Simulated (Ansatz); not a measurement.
**Ti4O5: a two-dimensional strain map**

Aim: for Ti4O5, map the energy over biaxial and axial strain.

Computed with Ansatz 0.2.0 (DFT PBEsol, scalar-relativistic, plane waves, PAW, unless a step's input says otherwise).

1 further run of the same task is left out (set aside as unsound or not needed). Runs told in other sessions of the task aren't counted.

**1. The structure to begin with**

Symmetry: I4/m, No. 87, tetragonal system. Conventional cell: a = 6.544 Å, b = 6.544 Å, c = 4.123 Å, α = 90.00°, β = 90.00°, γ = 90.00°. Ti (site symmetry m) is surrounded by 6 O at 1.99 to 2.12 Å. O (site symmetry m) is surrounded by 5 Ti at 2.06 to 2.12 Å. O (site symmetry 4/m) has 4 Ti at 1.99 Å in its first shell of neighbours.

Coordinates:

```cif
data_structure
_symmetry_space_group_name_H-M 'P 1'
_symmetry_Int_Tables_number 1
_cell_length_a 5.0657
_cell_length_b 5.0657
_cell_length_c 5.0657
_cell_angle_alpha 99.533
_cell_angle_beta 99.533
_cell_angle_gamma 131.972
_cell_volume 88.28
loop_
_atom_site_label
_atom_site_type_symbol
_atom_site_fract_x
_atom_site_fract_y
_atom_site_fract_z
_atom_site_occupancy
Ti1 Ti 0.60705 0.21536 0.82241 1
Ti2 Ti 0.21536 0.39295 0.60831 1
Ti3 Ti 0.78464 0.60705 0.39169 1
Ti4 Ti 0.39295 0.78464 0.17759 1
O1 O 0.90809 0.30756 0.21565 1
O2 O 0.30756 0.09191 0.39947 1
O3 O 0.69244 0.90809 0.60053 1
O4 O 0.09191 0.69244 0.78435 1
O5 O 0.50000 0.50000 0.00000 1
```

It goes back to an entry of the Materials Project, which need not be the stable form.

It is the result of an earlier relaxation at this level (volume 9.81 Å³/atom; gap on the mesh: none (metal)).

**2. The reference cell**

Reference values: F = -12712.6705 eV; pressure 0.02 GPa; largest force 0.011 eV/Å; gap on the mesh none (metal). It was computed beforehand with the settings of the runs below.

**3. Next: a two-dimensional strain map**

The cell is strained by p along both x and y and by q along z, with fractional coordinates fixed.

**4. p = -0.050, q = -0.050**

Input file input.yaml:

```yaml
crystal:
  lattice:
    - [-3.1083802568, 3.1083802568, 1.9584685239]
    - [3.1083802568, -3.1083802568, 1.9584685239]
    - [3.1083802568, 3.1083802568, -1.9584685239]
  atoms:
    - { symbol: Ti, position: [0.6070478066, 0.2153590663, 0.8224068729] }
    - { symbol: Ti, position: [0.2153590663, 0.3929521934, 0.6083112597] }
    - { symbol: Ti, position: [0.7846409337, 0.6070478066, 0.3916887403] }
    - { symbol: Ti, position: [0.3929521934, 0.7846409337, 0.1775931271] }
    - { symbol: O, position: [0.9080872218, 0.3075578076, 0.2156450294] }
    - { symbol: O, position: [0.3075578076, 0.0919127782, 0.3994705858] }
    - { symbol: O, position: [0.6924421924, 0.9080872218, 0.6005294142] }
    - { symbol: O, position: [0.0919127782, 0.6924421924, 0.7843549706] }
    - { symbol: O, position: [0.5, 0.5, 0.0] }
basis:
  ecutwfc: 420
kpoints:
  mp_grid: { grid: [12, 12, 12] }
hamiltonian:
  xc: pbesol
scf:
  occupations: { method: gaussian, width: 0.15 }
output:
  forces: true
  stress: true
  eigenvalues: true
```

Launch:

```console
> ansatz run input.yaml --threads 2 --pin off --max-ram 5120MiB --backend cpu --events-out ev --progress --plain --runs-dir out
```

The session goes on with these runs: point p = -0.050, q = 0.000; point p = -0.050, q = 0.050; point p = 0.000, q = -0.050; point p = 0.000, q = 0.050; At p = 0.050, q = -0.050; At p = 0.050, q = 0.000; p = 0.050, q = 0.050; p = -0.050, q = -0.025; point p = -0.050, q = 0.025.

Before running it: what results should come out? Wanted: highest point; lowest point away from the origin.

The runs gave:

| quantity | value |
| --- | --- |
| highest point | 202.9 meV/atom at (p, q) = (-0.050, -0.050) |
| lowest point away from the origin | 33.9 meV/atom at (0.000, 0.050) |

In words: The undisturbed cell is the lowest computed point. At |p| = |q| = 0.050, points where p and q have the same sign cost 173.5 meV/atom on average, those of opposite sign 114.9: stretching in the plane is cheaper with a contraction along z. The final runs have no spin polarisation, so a magnetic state may lie lower.
